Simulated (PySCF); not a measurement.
# C₂H₃BO₂: spin-spin couplings at several levels of theory, part 2 of 2

PySCF 2.14.0. Atoms count from 0. Earlier steps stand in the parts before.

### Step 7. J couplings: CAM-B3LYP/pcJ-1

The job: settings as JSON, then the geometry in Å.

```
{"job": {"kind": "j", "xc": "CAM-B3LYP", "basis": "pcJ-1"}, "charge": 0, "multiplicity": 1}
C      2.284093     0.281482    -0.043173
C      1.078243     0.132581    -0.021032
B     -0.451040    -0.058859     0.004148
O     -0.980667    -0.782972     1.028277
O     -1.170719     0.507884    -1.002927
H      3.350814     0.415425    -0.064897
H     -1.936324    -0.886454     1.002978
H     -2.121391     0.371369    -0.954027
```

Level: CAM-B3LYP/pcJ-1 indirect spin-spin coupling, non-relativistic, gas phase.

The log of the run:

```text
coarse grid: 7296 points
cycle   1  E = -253.0641406714  dE =  7.030e-01  |g| = 8.959e-01  |ddm| = 2.495e+00
cycle   2  E = -253.0324841314  dE =  3.166e-02  |g| = 1.048e+00  |ddm| = 1.012e+00
cycle   3  E = -253.2082823658  dE = -1.758e-01  |g| = 7.381e-02  |ddm| = 5.229e-01
cycle   4  E = -253.2090201076  dE = -7.377e-04  |g| = 4.719e-02  |ddm| = 6.380e-02
cycle   5  E = -253.2094875197  dE = -4.674e-04  |g| = 1.716e-02  |ddm| = 3.757e-02
cycle   6  E = -253.2095540387  dE = -6.652e-05  |g| = 2.734e-03  |ddm| = 1.143e-02
cycle   7  E = -253.2095559584  dE = -1.920e-06  |g| = 4.045e-04  |ddm| = 2.551e-03
final grid: 72160 points
cycle   8  E = -253.2663504967  dE = -1.298e-04  |g| = 3.298e-03  |ddm| = 1.069e-02
cycle   9  E = -253.2663509518  dE = -4.551e-07  |g| = 2.452e-03  |ddm| = 2.850e-03
cycle  10  E = -253.2663518879  dE = -9.362e-07  |g| = 6.744e-04  |ddm| = 1.399e-03
cycle  11  E = -253.2663519501  dE = -6.215e-08  |g| = 1.766e-04  |ddm| = 3.532e-04
cycle  12  E = -253.2663519568  dE = -6.660e-09  |g| = 2.920e-05  |ddm| = 1.217e-04
cycle  13  E = -253.2663519568  dE = -7.833e-11  |g| = 2.835e-05  |ddm| = 3.446e-05
converged SCF energy = -253.2663519568

Indirect spin-spin couplings (Hz)
  i      j    bonds     total        FC       PSO       DSO        SD
  0 C    1 C    1    181.981   160.819     8.039     0.066    13.057
  0 C    2 B    2     25.723    23.522     1.718    -0.119     0.603
  0 C    3 O    3     -3.444    -3.135    -0.073     0.038    -0.273
  0 C    4 O    3     -3.486    -3.181    -0.068     0.038    -0.274
  0 C    5 H    1    259.988   260.874    -1.818     0.337     0.595
  0 C    6 H    4      1.510     1.527     0.626    -0.526    -0.118
  0 C    7 H    4      1.530     1.548     0.626    -0.526    -0.118
  1 C    2 B    1    133.997   134.849    -1.476     0.338     0.286
  1 C    3 O    2    -20.418   -20.517     0.010    -0.007     0.097
  1 C    4 O    2    -20.513   -20.610     0.007    -0.008     0.098
  1 C    5 H    2     49.005    43.308     6.023    -1.174     0.848
  1 C    6 H    3     10.077    10.027     0.597    -0.639     0.092
  1 C    7 H    3     10.112    10.063     0.598    -0.641     0.091
  2 B    3 O    1     -9.965   -14.857     5.196    -0.130    -0.174
  2 B    4 O    1     -9.963   -14.854     5.195    -0.130    -0.174
  2 B    5 H    3      5.022     4.733     0.665    -0.467     0.090
  2 B    6 H    2     -3.023    -1.766    -0.198    -0.965    -0.093
  2 B    7 H    2     -2.987    -1.732    -0.192    -0.969    -0.093
  3 O    4 O    2     -3.562    -0.398    -3.410    -0.025     0.271
  3 O    5 H    4      0.887     0.815    -0.086     0.149     0.009
  3 O    6 H    1    -82.259   -68.779   -12.718    -0.304    -0.458
  3 O    7 H    3     -0.950    -2.069     0.767     0.085     0.267
  4 O    5 H    4      0.897     0.824    -0.084     0.149     0.009
  4 O    6 H    3     -0.958    -2.078     0.768     0.084     0.268
  4 O    7 H    1    -82.261   -68.783   -12.716    -0.304    -0.458
  5 H    6 H    5     -0.236    -0.155     1.488    -1.619     0.050
  5 H    7 H    5     -0.238    -0.157     1.490    -1.620     0.049
```

It took 21 s on 1 thread of Arm Neoverse V1, shared host; peak memory 0.76 GiB.

In short: J(C0,H5) 260.0 Hz, J(C0,C1) 182.0 Hz, J(C1,B2) 134.0 Hz (means over like pairs).

### Step 8. J couplings: BHandHLYP/pcJ-1

Same as in step 7 but for these lines:

```diff
@@ -1,2 +1,2 @@
-{"job": {"kind": "j", "xc": "CAM-B3LYP", "basis": "pcJ-1"}, "charge": 0, "multiplicity": 1}
+{"job": {"kind": "j", "xc": "BHandHLYP", "basis": "pcJ-1"}, "charge": 0, "multiplicity": 1}
 C      2.284093     0.281482    -0.043173
```

Level: BHandHLYP/pcJ-1 indirect spin-spin coupling, non-relativistic, gas phase.

The log of the run:

```text
coarse grid: 7296 points
cycle   1  E = -253.0766946948  dE =  7.108e-01  |g| = 8.105e-01  |ddm| = 2.487e+00
cycle   2  E = -253.0809006007  dE = -4.206e-03  |g| = 8.444e-01  |ddm| = 9.027e-01
cycle   3  E = -253.1976247518  dE = -1.167e-01  |g| = 7.178e-02  |ddm| = 4.423e-01
cycle   4  E = -253.1982034331  dE = -5.787e-04  |g| = 5.197e-02  |ddm| = 6.622e-02
cycle   5  E = -253.1988282578  dE = -6.248e-04  |g| = 1.342e-02  |ddm| = 3.970e-02
cycle   6  E = -253.1988705091  dE = -4.225e-05  |g| = 2.210e-03  |ddm| = 9.835e-03
cycle   7  E = -253.1988718313  dE = -1.322e-06  |g| = 3.518e-04  |ddm| = 1.831e-03
final grid: 72160 points
cycle   8  E = -253.2355245319  dE = -5.818e-05  |g| = 2.273e-03  |ddm| = 9.259e-03
cycle   9  E = -253.2355249368  dE = -4.049e-07  |g| = 1.767e-03  |ddm| = 2.252e-03
cycle  10  E = -253.2355254670  dE = -5.302e-07  |g| = 3.018e-04  |ddm| = 9.685e-04
cycle  11  E = -253.2355254809  dE = -1.387e-08  |g| = 1.250e-04  |ddm| = 2.124e-04
cycle  12  E = -253.2355254845  dE = -3.674e-09  |g| = 1.502e-05  |ddm| = 8.680e-05
cycle  13  E = -253.2355254848  dE = -2.472e-10  |g| = 6.328e-06  |ddm| = 3.050e-05
converged SCF energy = -253.2355254848

Indirect spin-spin couplings (Hz)
  i      j    bonds     total        FC       PSO       DSO        SD
  0 C    1 C    1    200.217   175.841     9.509     0.064    14.803
  0 C    2 B    2     23.602    21.310     1.755    -0.119     0.657
  0 C    3 O    3     -4.301    -4.014    -0.047     0.038    -0.277
  0 C    4 O    3     -4.358    -4.075    -0.042     0.038    -0.278
  0 C    5 H    1    282.190   283.580    -2.302     0.318     0.593
  0 C    6 H    4      1.704     1.751     0.624    -0.527    -0.144
  0 C    7 H    4      1.730     1.778     0.624    -0.527    -0.144
  1 C    2 B    1    144.865   145.769    -1.501     0.336     0.261
  1 C    3 O    2    -19.106   -19.207    -0.008    -0.007     0.115
  1 C    4 O    2    -19.186   -19.284    -0.011    -0.008     0.117
  1 C    5 H    2     45.975    39.875     6.440    -1.176     0.836
  1 C    6 H    3     10.444    10.375     0.595    -0.641     0.115
  1 C    7 H    3     10.479    10.411     0.596    -0.642     0.114
  2 B    3 O    1    -15.470   -20.267     5.066    -0.129    -0.140
  2 B    4 O    1    -15.467   -20.262     5.065    -0.129    -0.140
  2 B    5 H    3      6.786     6.485     0.678    -0.467     0.091
  2 B    6 H    2     -4.648    -3.461    -0.123    -0.971    -0.092
  2 B    7 H    2     -4.607    -3.423    -0.117    -0.975    -0.092
  3 O    4 O    2     -3.036     0.012    -3.265    -0.025     0.242
  3 O    5 H    4      1.356     1.275    -0.081     0.150     0.012
  3 O    6 H    1    -92.350   -78.894   -12.814    -0.302    -0.341
  3 O    7 H    3     -0.729    -1.776     0.694     0.085     0.267
  4 O    5 H    4      1.373     1.290    -0.079     0.149     0.012
  4 O    6 H    3     -0.737    -1.784     0.695     0.085     0.268
  4 O    7 H    1    -92.359   -78.905   -12.811    -0.302    -0.341
  5 H    6 H    5     -0.294    -0.221     1.490    -1.623     0.059
  5 H    7 H    5     -0.298    -0.225     1.491    -1.624     0.059
```

Run time: 17 s. Hardware: 1 thread of Arm Neoverse V1, shared host; peak memory 0.79 GiB.

In short: J(C0,H5) 282.2 Hz, J(C0,C1) 200.2 Hz, J(C1,B2) 144.9 Hz (means over like pairs).

### Step 9. Spin-spin couplings: B3LYP/pcJ-0

Same as in step 8 but for these lines:

```diff
@@ -1,2 +1,2 @@
-{"job": {"kind": "j", "xc": "BHandHLYP", "basis": "pcJ-1"}, "charge": 0, "multiplicity": 1}
+{"job": {"kind": "j", "xc": "B3LYP", "basis": "pcJ-0"}, "charge": 0, "multiplicity": 1}
 C      2.284093     0.281482    -0.043173
```

With the program's defaults for keys left out, this is: B3LYP/pcJ-0 indirect spin-spin coupling, non-relativistic, gas phase.

The log of the run:

```text
coarse grid: 7296 points
cycle   1  E = -252.7696179772  dE =  4.625e-01  |g| = 9.367e-01  |ddm| = 3.390e+00
cycle   2  E = -252.6336972136  dE =  1.359e-01  |g| = 1.281e+00  |ddm| = 1.537e+00
cycle   3  E = -252.9297013198  dE = -2.960e-01  |g| = 1.712e-01  |ddm| = 9.071e-01
cycle   4  E = -252.9343694763  dE = -4.668e-03  |g| = 1.126e-01  |ddm| = 2.274e-01
cycle   5  E = -252.9375064256  dE = -3.137e-03  |g| = 1.917e-02  |ddm| = 9.652e-02
cycle   6  E = -252.9376011497  dE = -9.472e-05  |g| = 1.500e-03  |ddm| = 2.070e-02
cycle   7  E = -252.9376017257  dE = -5.760e-07  |g| = 4.278e-04  |ddm| = 2.134e-03
final grid: 72160 points
cycle   8  E = -252.8922866573  dE = -9.111e-05  |g| = 5.554e-03  |ddm| = 9.933e-03
cycle   9  E = -252.8922852542  dE =  1.403e-06  |g| = 5.090e-03  |ddm| = 6.110e-03
cycle  10  E = -252.8922891005  dE = -3.846e-06  |g| = 1.670e-03  |ddm| = 4.163e-03
cycle  11  E = -252.8922894456  dE = -3.450e-07  |g| = 1.024e-03  |ddm| = 1.795e-03
cycle  12  E = -252.8922897049  dE = -2.593e-07  |g| = 1.421e-04  |ddm| = 8.311e-04
cycle  13  E = -252.8922897100  dE = -5.110e-09  |g| = 8.104e-06  |ddm| = 1.558e-04
cycle  14  E = -252.8922897100  dE = -1.620e-11  |g| = 3.591e-06  |ddm| = 1.162e-05
converged SCF energy = -252.8922897100

Indirect spin-spin couplings (Hz)
  i      j    bonds     total        FC       PSO       DSO        SD
  0 C    1 C    1    151.518   132.924     7.263     0.094    11.238
  0 C    2 B    2      6.611     4.776     1.505    -0.113     0.442
  0 C    3 O    3     -2.738    -2.470    -0.021     0.037    -0.284
  0 C    4 O    3     -2.780    -2.515    -0.018     0.037    -0.285
  0 C    5 H    1    249.096   249.263    -1.199     0.461     0.570
  0 C    6 H    4      0.847     1.144     0.328    -0.508    -0.118
  0 C    7 H    4      0.863     1.162     0.328    -0.508    -0.118
  1 C    2 B    1    117.815   118.658    -1.397     0.342     0.212
  1 C    3 O    2    -21.200   -21.290     0.016    -0.008     0.081
  1 C    4 O    2    -21.312   -21.399     0.013    -0.008     0.083
  1 C    5 H    2     34.071    30.497     4.620    -1.125     0.079
  1 C    6 H    3     10.438    10.631     0.347    -0.616     0.076
  1 C    7 H    3     10.460    10.655     0.347    -0.617     0.075
  2 B    3 O    1      3.316    -1.964     5.606    -0.149    -0.176
  2 B    4 O    1      3.299    -1.980     5.604    -0.149    -0.176
  2 B    5 H    3      4.139     4.063     0.447    -0.453     0.083
  2 B    6 H    2     -2.339    -0.765    -0.675    -0.862    -0.038
  2 B    7 H    2     -2.316    -0.742    -0.671    -0.866    -0.038
  3 O    4 O    2     -2.802     1.247    -4.405    -0.020     0.376
  3 O    5 H    4      0.620     0.467    -0.012     0.147     0.019
  3 O    6 H    1    -47.851   -36.240   -11.381    -0.522     0.293
  3 O    7 H    3     -0.696    -2.199     1.154     0.058     0.292
  4 O    5 H    4      0.628     0.473    -0.010     0.147     0.019
  4 O    6 H    3     -0.706    -2.210     1.155     0.057     0.292
  4 O    7 H    1    -47.881   -36.271   -11.381    -0.523     0.293
  5 H    6 H    5     -0.844    -0.106     0.780    -1.568     0.050
  5 H    7 H    5     -0.848    -0.109     0.781    -1.569     0.049
  6 H    7 H    4      1.104     0.189    -1.386     2.120     0.181
```

Run time: 5.3 s. Hardware: 1 thread of Arm Neoverse V1, shared host; peak memory 0.37 GiB.

Key values: J(C0,H5) 249.1 Hz, J(C0,C1) 151.5 Hz, J(C1,B2) 117.8 Hz (means over like pairs).

### Step 10. J couplings: B3LYP/pcJ-2

Same as in step 9 but for these lines:

```diff
@@ -1,2 +1,2 @@
-{"job": {"kind": "j", "xc": "B3LYP", "basis": "pcJ-0"}, "charge": 0, "multiplicity": 1}
+{"job": {"kind": "j", "xc": "B3LYP", "basis": "pcJ-2"}, "charge": 0, "multiplicity": 1}
 C      2.284093     0.281482    -0.043173
```

With the program's defaults for keys left out, this is: B3LYP/pcJ-2 indirect spin-spin coupling, non-relativistic, gas phase.

The log of the run:

```text
coarse grid: 7296 points
cycle   1  E = -253.3119400025  dE =  6.896e-01  |g| = 1.013e+00  |ddm| = 1.952e+00
cycle   2  E = -253.0511671621  dE =  2.608e-01  |g| = 1.567e+00  |ddm| = 1.205e+00
cycle   3  E = -253.4872245002  dE = -4.361e-01  |g| = 1.788e-01  |ddm| = 7.722e-01
cycle   4  E = -253.4921089292  dE = -4.884e-03  |g| = 1.169e-01  |ddm| = 1.265e-01
cycle   5  E = -253.4952371062  dE = -3.128e-03  |g| = 3.194e-02  |ddm| = 5.804e-02
cycle   6  E = -253.4954814489  dE = -2.443e-04  |g| = 3.200e-03  |ddm| = 1.683e-02
cycle   7  E = -253.4954836292  dE = -2.180e-06  |g| = 6.946e-04  |ddm| = 1.999e-03
final grid: 72160 points
cycle   8  E = -253.4892985358  dE = -1.569e-04  |g| = 4.994e-03  |ddm| = 4.450e-02
cycle   9  E = -253.4892967950  dE =  1.741e-06  |g| = 5.536e-03  |ddm| = 4.656e-03
cycle  10  E = -253.4893023273  dE = -5.532e-06  |g| = 1.078e-03  |ddm| = 2.628e-03
cycle  11  E = -253.4893024035  dE = -7.622e-08  |g| = 7.563e-04  |ddm| = 6.984e-04
cycle  12  E = -253.4893025291  dE = -1.256e-07  |g| = 2.528e-04  |ddm| = 4.020e-04
cycle  13  E = -253.4893025442  dE = -1.518e-08  |g| = 3.014e-05  |ddm| = 1.212e-04
cycle  14  E = -253.4893025444  dE = -2.034e-10  |g| = 3.474e-06  |ddm| = 1.451e-05
converged SCF energy = -253.4893025444

Indirect spin-spin couplings (Hz)
  i      j    bonds     total        FC       PSO       DSO        SD
  0 C    1 C    1    172.807   153.406     6.812     0.054    12.534
  0 C    2 B    2     26.317    23.976     1.769    -0.120     0.692
  0 C    3 O    3     -3.430    -3.091    -0.092     0.038    -0.285
  0 C    4 O    3     -3.471    -3.136    -0.087     0.038    -0.285
  0 C    5 H    1    266.971   267.350    -1.194     0.310     0.505
  0 C    6 H    4      1.654     1.625     0.662    -0.527    -0.106
  0 C    7 H    4      1.675     1.647     0.662    -0.528    -0.106
  1 C    2 B    1    134.078   135.031    -1.558     0.336     0.269
  1 C    3 O    2    -20.463   -20.536    -0.000    -0.007     0.080
  1 C    4 O    2    -20.564   -20.636    -0.003    -0.007     0.082
  1 C    5 H    2     49.957    44.111     5.829    -1.184     1.202
  1 C    6 H    3     10.407    10.343     0.625    -0.641     0.080
  1 C    7 H    3     10.444    10.381     0.626    -0.642     0.079
  2 B    3 O    1    -10.439   -15.308     5.179    -0.127    -0.183
  2 B    4 O    1    -10.440   -15.308     5.178    -0.127    -0.183
  2 B    5 H    3      4.907     4.590     0.696    -0.468     0.090
  2 B    6 H    2     -2.942    -1.848    -0.050    -0.970    -0.074
  2 B    7 H    2     -2.908    -1.816    -0.044    -0.974    -0.074
  3 O    4 O    2     -3.675    -0.627    -3.268    -0.026     0.245
  3 O    5 H    4      0.814     0.772    -0.111     0.150     0.004
  3 O    6 H    1    -83.057   -69.295   -12.922    -0.280    -0.559
  3 O    7 H    3     -1.040    -2.114     0.720     0.087     0.267
  4 O    5 H    4      0.822     0.778    -0.109     0.149     0.004
  4 O    6 H    3     -1.047    -2.123     0.721     0.086     0.268
  4 O    7 H    1    -83.060   -69.300   -12.920    -0.280    -0.559
```

Wall time 44 s (1 thread of Arm Neoverse V1, shared host); peak memory 1.1 GiB.

In short: J(C0,H5) 267.0 Hz, J(C0,C1) 172.8 Hz, J(C1,B2) 134.1 Hz (means over like pairs).

### Step 11. J couplings: B3LYP/aug-cc-pVTZ-J

Same as in step 10 but for these lines:

```diff
@@ -1,2 +1,2 @@
-{"job": {"kind": "j", "xc": "B3LYP", "basis": "pcJ-2"}, "charge": 0, "multiplicity": 1}
+{"job": {"kind": "j", "xc": "B3LYP", "basis": "aug-cc-pVTZ-J"}, "charge": 0, "multiplicity": 1}
 C      2.284093     0.281482    -0.043173
```

Method: B3LYP/aug-cc-pVTZ-J indirect spin-spin coupling, non-relativistic, gas phase.

The log of the run:

```text
coarse grid: 7296 points
cycle   1  E = -253.3074424827  dE =  6.905e-01  |g| = 1.003e+00  |ddm| = 4.945e+00
cycle   2  E = -253.0368738262  dE =  2.706e-01  |g| = 1.574e+00  |ddm| = 2.356e+00
cycle   3  E = -253.4802623270  dE = -4.434e-01  |g| = 1.789e-01  |ddm| = 1.474e+00
cycle   4  E = -253.4851026076  dE = -4.840e-03  |g| = 1.184e-01  |ddm| = 2.507e-01
cycle   5  E = -253.4883197711  dE = -3.217e-03  |g| = 3.243e-02  |ddm| = 1.167e-01
cycle   6  E = -253.4885724800  dE = -2.527e-04  |g| = 3.100e-03  |ddm| = 3.364e-02
cycle   7  E = -253.4885745460  dE = -2.066e-06  |g| = 6.712e-04  |ddm| = 4.117e-03
final grid: 72160 points
cycle   8  E = -253.4793191418  dE = -2.564e-04  |g| = 5.314e-03  |ddm| = 2.089e-01
cycle   9  E = -253.4793174034  dE =  1.738e-06  |g| = 5.436e-03  |ddm| = 1.271e-02
cycle  10  E = -253.4793226135  dE = -5.210e-06  |g| = 1.373e-03  |ddm| = 6.859e-03
cycle  11  E = -253.4793227421  dE = -1.286e-07  |g| = 9.435e-04  |ddm| = 1.824e-03
cycle  12  E = -253.4793229457  dE = -2.037e-07  |g| = 2.660e-04  |ddm| = 8.743e-04
cycle  13  E = -253.4793229624  dE = -1.666e-08  |g| = 3.193e-05  |ddm| = 2.631e-04
cycle  14  E = -253.4793229626  dE = -2.217e-10  |g| = 4.064e-06  |ddm| = 3.785e-05
converged SCF energy = -253.4793229626

Indirect spin-spin couplings (Hz)
  i      j    bonds     total        FC       PSO       DSO        SD
  0 C    1 C    1    173.993   156.328     6.549     0.056    11.060
  0 C    2 B    2     26.625    24.425     1.702    -0.120     0.619
  0 C    3 O    3     -3.450    -3.144    -0.092     0.038    -0.251
  0 C    4 O    3     -3.491    -3.190    -0.088     0.038    -0.252
  0 C    5 H    1    270.206   270.724    -1.223     0.322     0.383
  0 C    6 H    4      1.673     1.650     0.647    -0.526    -0.098
  0 C    7 H    4      1.695     1.672     0.647    -0.527    -0.098
  1 C    2 B    1    136.152   137.089    -1.511     0.336     0.238
  1 C    3 O    2    -20.721   -20.787     0.001    -0.007     0.071
  1 C    4 O    2    -20.825   -20.888    -0.002    -0.007     0.072
  1 C    5 H    2     50.259    44.658     5.654    -1.180     1.127
  1 C    6 H    3     10.497    10.454     0.607    -0.640     0.076
  1 C    7 H    3     10.535    10.493     0.608    -0.641     0.075
  2 B    3 O    1    -10.781   -15.474     4.969    -0.129    -0.147
  2 B    4 O    1    -10.782   -15.474     4.968    -0.129    -0.147
  2 B    5 H    3      4.967     4.657     0.687    -0.468     0.091
  2 B    6 H    2     -3.014    -1.934    -0.057    -0.964    -0.060
  2 B    7 H    2     -2.980    -1.902    -0.051    -0.968    -0.059
  3 O    4 O    2     -3.598    -0.674    -3.118    -0.025     0.219
  3 O    5 H    4      0.815     0.781    -0.117     0.150     0.002
  3 O    6 H    1    -83.736   -70.600   -12.243    -0.305    -0.588
  3 O    7 H    3     -1.067    -2.131     0.724     0.084     0.256
  4 O    5 H    4      0.823     0.787    -0.116     0.149     0.003
  4 O    6 H    3     -1.075    -2.139     0.725     0.083     0.256
  4 O    7 H    1    -83.741   -70.606   -12.241    -0.305    -0.588
```

Run time: 38 s. Hardware: 1 thread of Arm Neoverse V1, shared host; peak memory 0.92 GiB.

This run: J(C0,H5) 270.2 Hz, J(C0,C1) 174.0 Hz, J(C1,B2) 136.2 Hz (means over like pairs).

### Step 12. Side by side: spin-spin couplings

Couplings (Hz), each a mean over the pairs like the one named, with basis size and wall time:

| run | C0–H5 | C0–C1 | C1–B2 | O3–H6 | C1–H5 | C0–B2 | C1–O3 | functions | time |
| --- | --- | --- | --- | --- | --- | --- | --- | --- | --- |
| LDA/pcJ-1 | 209.7 | 155.7 | 112.5 | -68.9 | 41.7 | 23.7 | -20.0 | 165 | 8.9 s |
| PBE/pcJ-1 | 242.8 | 167.9 | 128.6 | -70.5 | 45.3 | 26.3 | -20.8 | 165 | 14 s |
| KT2/pcJ-1 | 266.3 | 153.2 | 116.8 | -71.1 | 48.6 | 23.8 | -19.9 | 165 | 14 s |
| PBE0/pcJ-1 | 250.0 | 176.6 | 132.5 | -77.8 | 45.4 | 25.1 | -19.4 | 165 | 15 s |
| B97-2/pcJ-1 | 240.4 | 174.7 | 137.7 | -78.0 | 42.4 | 25.2 | -19.1 | 165 | 15 s |
| CAM-B3LYP/pcJ-1 | 260.0 | 182.0 | 134.0 | -82.3 | 49.0 | 25.7 | -20.5 | 165 | 21 s |
| BHandHLYP/pcJ-1 | 282.2 | 200.2 | 144.9 | -92.4 | 46.0 | 23.6 | -19.1 | 165 | 17 s |
| B3LYP/pcJ-0 | 249.1 | 151.5 | 117.8 | -47.9 | 34.1 | 6.6 | -21.3 | 74 | 5.3 s |
| B3LYP/pcJ-2 | 267.0 | 172.8 | 134.1 | -83.1 | 50.0 | 26.3 | -20.5 | 327 | 44 s |
| B3LYP/aug-cc-pVTZ-J | 270.2 | 174.0 | 136.2 | -83.7 | 50.3 | 26.6 | -20.8 | 290 | 38 s |

### Step 13. What came out

This closing draws on all 2 parts.

```
                                 quantity                    value
largest coupling of the table (LDA/pcJ-1)  1J(C,H) C0–H5, 209.7 Hz
  range of J(C0,H5), mean over like pairs        209.7 to 282.2 Hz
```

**Reading.** Single values in the summary come from the first run of each kind that ended normally (LDA/pcJ-1), which need not be the best level. In the run at LDA/pcJ-1, the largest coupling of the table is C0–H5, 209.7 Hz, of which the Fermi-contact term gives 209.3 Hz. The coupling C0–H5, as a mean over pairs of its kind, runs from 209.7 Hz (LDA/pcJ-1) to 282.2 Hz (BHandHLYP/pcJ-1).
